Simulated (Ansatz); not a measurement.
**C₄H₁₃FInN: up Jacob's ladder to CCSD(T)**

One table from this session's results is given with a row withheld; the runs are named, their logs left out.

Program: Ansatz 0.2.0, Gaussian basis. Level of theory: functionals in def2-TZVPP, the program's frozen cores in correlated methods. These are calculated values, not measurements.

Plan: LDA (SPW92), PBE-D4, revPBE-D4, BLYP-D4, r2SCAN-D4, B97M-V, PBE0-D4, B3LYP-D4, r2SCANh-D4, r2SCAN0-D4, HSE06-D4, BHLYP-D4, CAM-B3LYP-D4, LC-ωPBE, ωB97X-V, ωB97M-V, B2PLYP, PBE-QIDH; CCSD(T)/def2-SVP.

### The relaxed structure

All runs share one geometry, relaxed beforehand with PBE0-D4 in a triple-zeta def2 set. In takes the def2 core potential; no spin-orbit term is included.

20 atoms, charge 0, spin multiplicity 1.

Atoms are counted from 1 here; the program's logs count them from 0.

Bond lengths: C1–N2 1.457 Å, C1–H8 1.092 Å, C1–H9 1.097 Å, C1–H10 1.090 Å, N2–C3 1.457 Å, N2–In4 2.365 Å, N2–H11 1.020 Å, C3–H12 1.092 Å, C3–H13 1.097 Å, C3–H14 1.090 Å, In4–C5 2.147 Å, In4–C6 2.147 Å, In4–F7 2.026 Å, C5–H15 1.092 Å, C5–H16 1.091 Å, C5–H17 1.091 Å, C6–H18 1.091 Å, C6–H19 1.092 Å and more. Angles: N2–C1–H8 109.6°, N2–C1–H9 112.0°, N2–C1–H10 109.7°, H8–C1–H9 108.2°, H8–C1–H10 108.3°, H9–C1–H10 108.9°, C1–N2–C3 112.8°, C1–N2–In4 116.6°, C1–N2–H11 109.7°, C3–N2–In4 116.6°, C3–N2–H11 109.7°, In4–N2–H11 88.4°, N2–C3–H12 109.6°, N2–C3–H13 112.0°, N2–C3–H14 109.7°, H12–C3–H13 108.2°, H12–C3–H14 108.3°, H13–C3–H14 108.9° and more.

Set-up of the first run:

Contents of in.yaml:

```yaml
crystal:
  periodic: [false, false, false]
  atoms:
    - {symbol: C, position_ang: [2.066332, -0.252567, 0.376496]}
    - {symbol: N, position_ang: [0.827965, -0.742451, -0.214214]}
    - {symbol: C, position_ang: [0.439103, -2.051411, 0.293744]}
    - {symbol: In, position_ang: [-0.906245, 0.839742, -0.502807]}
    - {symbol: C, position_ang: [-2.683568, -0.269702, -0.031763]}
    - {symbol: C, position_ang: [-0.005781, 2.691208, 0.107833]}
    - {symbol: F, position_ang: [-0.362890, 0.437711, -2.412923]}
    - {symbol: H, position_ang: [1.921549, -0.086234, 1.445980]}
    - {symbol: H, position_ang: [2.891689, -0.963169, 0.248133]}
    - {symbol: H, position_ang: [2.342229, 0.696625, -0.082770]}
    - {symbol: H, position_ang: [0.922027, -0.781046, -1.229163]}
    - {symbol: H, position_ang: [0.209947, -1.978002, 1.358899]}
    - {symbol: H, position_ang: [1.234732, -2.794929, 0.164116]}
    - {symbol: H, position_ang: [-0.455188, -2.396053, -0.225402]}
    - {symbol: H, position_ang: [-2.602865, -0.745959, 0.947545]}
    - {symbol: H, position_ang: [-2.837546, -1.038887, -0.790020]}
    - {symbol: H, position_ang: [-3.556779, 0.384149, -0.019184]}
    - {symbol: H, position_ang: [-0.744705, 3.493390, 0.128241]}
    - {symbol: H, position_ang: [0.430395, 2.607011, 1.105222]}
    - {symbol: H, position_ang: [0.777897, 2.959975, -0.601862]}
basis:
  gaussian: {orbitals: def2-TZVPP}
hamiltonian: {xc: lda}
output: {orbitals: {seedname: orbitals}}
```

Steps of the session up to this table: LDA; PBE-D4 (GGA); revPBE-D4 (GGA); BLYP-D4 (GGA); r2SCAN-D4 (meta-GGA); B97M-V (meta-GGA); PBE0-D4 (hybrid); B3LYP-D4 (hybrid); r2SCANh-D4 (hybrid); r2SCAN0-D4 (hybrid); HSE06-D4 (hybrid); BHLYP-D4 (hybrid); CAM-B3LYP-D4 (range-separated); LC-ωPBE (range-separated); ωB97X-V (range-separated); ωB97M-V (range-separated); B2PLYP (double hybrid); PBE-QIDH (double hybrid).

One table of the session follows, with a row left open; its other results are not shown here.

It belongs to the step «Frontier levels by functional». 

```
  functional  HOMO (eV)  gap (eV)
 LDA (SPW92)      -6.05      5.25
      PBE-D4      -5.85      5.25
   revPBE-D4      -5.78      5.28
     BLYP-D4      -5.72      5.13
   r2SCAN-D4          ?         ?
      B97M-V      -6.16      5.60
     PBE0-D4      -7.08      7.26
    B3LYP-D4      -6.85      6.72
  r2SCANh-D4      -6.56      6.68
  r2SCAN0-D4      -7.25      7.73
    HSE06-D4      -6.68      6.50
    BHLYP-D4      -8.16      8.92
CAM-B3LYP-D4      -8.39      9.33
     LC-ωPBE      -9.74     11.84
     ωB97X-V      -9.37     11.27
     ωB97M-V      -9.27     10.70
```

Estimate the missing values for r2SCAN-D4.

Worked estimate for «HOMO (eV)». Against the share of exact exchange, r2SCANh-D4 (0.1, -6.56), r2SCAN0-D4 (0.25, -7.25) give a slope of -4.60 per unit share; at 0 the line stands at -6.10.

The run gave: HOMO (eV): -6.10; gap (eV): 5.96. In «HOMO (eV)» the line misses by 0.00.
